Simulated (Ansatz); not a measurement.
# C₂H₄Al₂F₂, SMILES FC=[C]([AlH2])[AlH][F]: a single point from an input written key by key

With Ansatz 0.2.0 through its Python package.

`input.yaml`
```yaml
crystal:
  periodic: [false, false, false]
  atoms:
    - { symbol: F, position_ang: [-2.4414, -0.1726, 0.6781] }
    - { symbol: C, position_ang: [-1.3356, 0.582, 0.6478] }
    - { symbol: C, position_ang: [-0.253, 0.0854, 0.0852] }
    - { symbol: Al, position_ang: [-0.0875, -1.7027, -0.7296] }
    - { symbol: Al, position_ang: [1.4582, 1.12, 0.0612] }
    - { symbol: F, position_ang: [1.5013, 2.7899, 0.8046] }
    - { symbol: H, position_ang: [-1.3006, 1.5777, 1.0966] }
    - { symbol: H, position_ang: [-1.435, -2.6062, -0.7588] }
    - { symbol: H, position_ang: [1.2035, -2.234, -1.3227] }
    - { symbol: H, position_ang: [2.7731, 0.5093, -0.5596] }
basis:
  gaussian: { orbitals: cc-pVDZ }
hamiltonian:
  xc: hf
accuracy: medium
scf:
  lower_state_search: "off"
```

Typed at the interpreter:
```pycon
>>> import ansatz as az
>>> session = az.Session.from_deck("input.yaml")
>>> rep = session.plan(threads=1).execute().report
>>> for key in ("converged", "free_energy_ev", "reference_energy_ev", "n_frozen", "n_occupied", "n_virtual"):
...     print(f"{key:22s} {rep[key]}")
...
converged              True
free_energy_ev         -20702.61243194853
reference_energy_ev    -20702.61243194853
n_frozen               0
n_occupied             [30, 30]
n_virtual              [82, 82]
>>> symbols = ["F", "C", "C", "Al", "Al", "F", "H", "H", "H", "H"]
```

These settings explore the input space; basis and method may be short of convergence. The geometry is a force-field or estimated start, not a minimum of this method, and the basis set is short of its limit. Wall time of the script: 2.9 s on 1 thread of Arm Neoverse N1 (shared host), peak memory 0.25 GiB.
